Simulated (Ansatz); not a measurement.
# SiH₂I radical: one structure at several levels

An exercise on one series of results from a longer session: the logs are not shown, and one member is left open.

Computed with Ansatz 0.2.0, Gaussian basis. Level: single points in def2-TZVPP.

Correlated methods freeze the cores. Filled d shells of the heavier atoms are correlated. Core potentials replace the inner electrons past krypton, and spin-orbit coupling is left out. Orbitals are unrestricted.

### Starting geometry

4 atoms, charge 0, spin multiplicity 2.

Atoms are counted from 1 here; the program's logs count them from 0.

Bond lengths: Si1–I2 2.450 Å, Si1–H3 1.495 Å, Si1–H4 1.526 Å. Angles: I2–Si1–H3 111.1°, I2–Si1–H4 101.1°, H3–Si1–H4 118.8°.

As a file:

```xyz
4
H2ISi
Si   -0.1698   -0.2402   -0.4494
I     1.8603   -0.2562    0.9221
H    -1.3590   -0.6733    0.3463
H    -0.1356    1.1792   -1.0091
```

Set-up of the first run:

run/in.yaml reads:

```yaml
crystal:
  periodic: [false, false, false]
  atoms:
    - {symbol: Si, position_ang: [-0.169800, -0.240200, -0.449400]}
    - {symbol: I, position_ang: [1.860300, -0.256200, 0.922100]}
    - {symbol: H, position_ang: [-1.359000, -0.673300, 0.346300]}
    - {symbol: H, position_ang: [-0.135600, 1.179200, -1.009100]}
basis:
  gaussian: {orbitals: def2-TZVPP}
magnetization: {spin_polarized: true, initial_magnetization: 1}
correlation: {method: ccsd_t}
scf: {omitted_lower_state_checks: [cluster_reference]}
output: {forces: true}
```

Command:

```
ansatz run in.yaml --threads 4 --pin off --events-out ev --progress --plain --max-ram 5222MiB
```

Steps of the session up to this table: CCSD(T)/def2-TZVPP; PBE0-D4/def2-TZVPP; wB97M-V/def2-TZVPP; r2SCAN-D4/def2-TZVPP; PBE-D4/def2-TZVPP; CAM-B3LYP-D4/def2-TZVPP; BHLYP-D4/def2-TZVPP.

One of the session's tables, all rows but one given; the rest of the session is left out.

```
      method  RMS force component (eV/Å)  angle to CCSD(T) forces (°)  dipole (D)
     CCSD(T)                       0.348                    reference        1.13
     PBE0-D4                       0.328                          9.2        1.14
     wB97M-V                           ?                            ?           ?
   r2SCAN-D4                       0.326                          6.5        1.09
      PBE-D4                       0.283                         25.7        0.93
CAM-B3LYP-D4                       0.355                          3.2        1.25
    BHLYP-D4                       0.391                         10.0        1.32
```

**Question.** Estimate the row for wB97M-V.

The run gave: RMS force component (eV/Å): 0.360; angle to CCSD(T) forces (°): 5.4; dipole (D): 1.26. In the column «RMS force component (eV/Å)» it lies between CAM-B3LYP-D4 (0.355) and BHLYP-D4 (0.391).
